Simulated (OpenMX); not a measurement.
The system is GeW.

```
Ge W
1.0
     0.00000    2.57761    2.57761
     2.57761    0.00000    2.57761
     2.57761    2.57761    0.00000
Ge W
1 1
Direct
  0.50000 0.50000 0.50000
  0.00000 0.00000 0.00000
```

The cell was built by a generator and needn't be a form met in nature.

Base run:

- Program: OpenMX 3.8.5
- Functional: PBE
- Potentials or basis: OpenMX 2013 PBE set, Ge7.0-s2p2d1, W7.0-s3p2d2, grid cutoff 400 Ry
- k mesh: 7 × 7 × 7
- Occupations: fermi-dirac, width 0.05 eV
- Spin: no spin polarisation

Its results: pressure 3.9 GPa.

Problem. The run is repeated on the same cell with these changes: potentials or basis from OpenMX 2013 PBE set, Ge7.0-s2p2d1, W7.0-s3p2d2, grid cutoff 400 Ry to OpenMX 2013 PBE set, Ge7.0-s3p2d2, W7.0-s3p2d2f1, grid cutoff 400 Ry. What comes out?

Solution. Pressure 2.6 GPa.

Caveats: the basis of atomic orbitals isn't converged, which shifts pressures, moduli and gaps.
